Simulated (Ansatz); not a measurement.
# C2H6AlBO: the cost of one run

Program: Ansatz 0.2.0. Level of theory: RKS PBE/6-31G. These are calculated values, not measurements.

## 1. The starting structure

Bond lengths: Al1–O2 1.815 Å, O2–B3 1.434 Å, B3–C4 1.637 Å, B3–C5 1.646 Å, C4–C5 1.419 Å, Al1–H6 1.610 Å, Al1–H7 1.609 Å, C4–H8 1.120 Å, C4–H9 1.156 Å, C5–H10 1.135 Å, C5–H11 1.072 Å. Angles (14 of 19 angles, heavy atoms first): Al1–O2–B3 103.4°, O2–B3–C4 156.7°, O2–B3–C5 152.0°, C4–B3–C5 51.2°, B3–C4–C5 64.7°, B3–C5–C4 64.1°, O2–Al1–H6 121.7°, O2–Al1–H7 120.4°, B3–C4–H8 109.6°, B3–C4–H9 112.5°, C5–C4–H8 115.6°, C5–C4–H9 120.9°, B3–C5–H10 112.6°, B3–C5–H11 113.4°.

As a file:

```xyz
11

Al   -0.9719    2.1251   -0.0114
O    -1.1800    0.6914   -1.1047
B    -0.3061   -0.2913   -0.5329
C     0.1394   -1.5059    0.4704
C     1.1621   -1.0219   -0.3867
H     0.0876    3.2914   -0.3400
H    -1.9459    2.3333    1.2522
H    -0.3526   -2.4592    0.1471
H     0.1024   -1.1964    1.5834
H     1.9162   -0.3798    0.1666
H     1.4142   -1.6437   -1.2232
```

## 2. Relaxing end A

input.yaml

```yaml
crystal:
  periodic: [false, false, false]
  atoms:
    - { symbol: Al, position_ang: [-0.9719, 2.1251, -0.0114] }
    - { symbol: O, position_ang: [-1.18, 0.6914, -1.1047] }
    - { symbol: B, position_ang: [-0.3061, -0.2913, -0.5329] }
    - { symbol: C, position_ang: [0.1394, -1.5059, 0.4704] }
    - { symbol: C, position_ang: [1.1621, -1.0219, -0.3867] }
    - { symbol: H, position_ang: [0.0876, 3.2914, -0.34] }
    - { symbol: H, position_ang: [-1.9459, 2.3333, 1.2522] }
    - { symbol: H, position_ang: [-0.3526, -2.4592, 0.1471] }
    - { symbol: H, position_ang: [0.1024, -1.1964, 1.5834] }
    - { symbol: H, position_ang: [1.9162, -0.3798, 0.1666] }
    - { symbol: H, position_ang: [1.4142, -1.6437, -1.2232] }
basis:
  gaussian: { orbitals: "6-31G" }
hamiltonian:
  xc: pbe
relax:
  f_tol: 0.015
  max_steps: 40
```

Run with:

```
$ ansatz run input.yaml --threads 1 --pin off --max-ram 2048MiB --backend cpu --events-out ev --progress --plain --runs-dir out
```

What time and memory should one allow on 1 thread of an Arm CPU, shared host?

About 81 s, with a peak of 0.16 GiB.
